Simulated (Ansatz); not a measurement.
# TiH2SeClOF: one species, many methods

Program: Ansatz 0.2.0, Gaussian basis. Level of theory: functionals in def2-TZVPP, the program's frozen cores in correlated methods. These are calculated values, not measurements.

Plan: PBE-D4, r2SCAN-D4, PBE0-D4, B3LYP-D4, ωB97X-V, ωB97M-V, B2PLYP; CCSD(T)/def2-TZVPP; MP2/def2-QZVPP; extrapolation to the limit.

## (1) The relaxed structure

All runs share one geometry, relaxed beforehand with PBE0-D4/def2-TZVP.

SMILES `[OH][Ti]([F])([Cl])[SeH]`, 7 atoms, charge 0, spin multiplicity 1.

Atoms are counted from 1 here; the program's logs count them from 0.

Bond lengths: O1–Ti2 1.752 Å, O1–H6 0.958 Å, Ti2–F3 1.747 Å, Ti2–Cl4 2.195 Å, Ti2–Se5 2.412 Å, Se5–H7 1.473 Å. Angles: Ti2–O1–H6 145.3°, O1–Ti2–F3 113.1°, O1–Ti2–Cl4 111.6°, O1–Ti2–Se5 103.7°, F3–Ti2–Cl4 109.1°, F3–Ti2–Se5 108.9°, Cl4–Ti2–Se5 110.4°, Ti2–Se5–H7 89.4°.

## (2) PBE-D4 (GGA)

in.yaml reads:

```yaml
crystal:
  periodic: [false, false, false]
  atoms:
    - {symbol: O, position_ang: [-1.691724, 0.456818, 0.011703]}
    - {symbol: Ti, position_ang: [-0.095441, -0.210478, -0.261979]}
    - {symbol: F, position_ang: [0.042325, -1.881614, 0.227693]}
    - {symbol: Cl, position_ang: [0.505682, -0.028137, -2.365236]}
    - {symbol: Se, position_ang: [1.334865, 1.133167, 1.140508]}
    - {symbol: H, position_ang: [-2.551223, 0.305556, 0.406557]}
    - {symbol: H, position_ang: [2.455517, 0.224697, 0.840764]}
basis:
  gaussian: {orbitals: def2-TZVPP}
hamiltonian: {xc: pbe, dispersion: d4}
output: {forces: true, orbitals: {seedname: orbitals}}
```

Started as:

```sh
$ ansatz run in.yaml --threads 2 --pin off --events-out ev --progress --plain --max-ram 32768MiB --backend cpu
```

**Question.** How long does this run take on 2 threads of AMD EPYC 7R13, shared host, and how much memory does it need?

About 4.8 s, with a peak of 0.4 GiB.
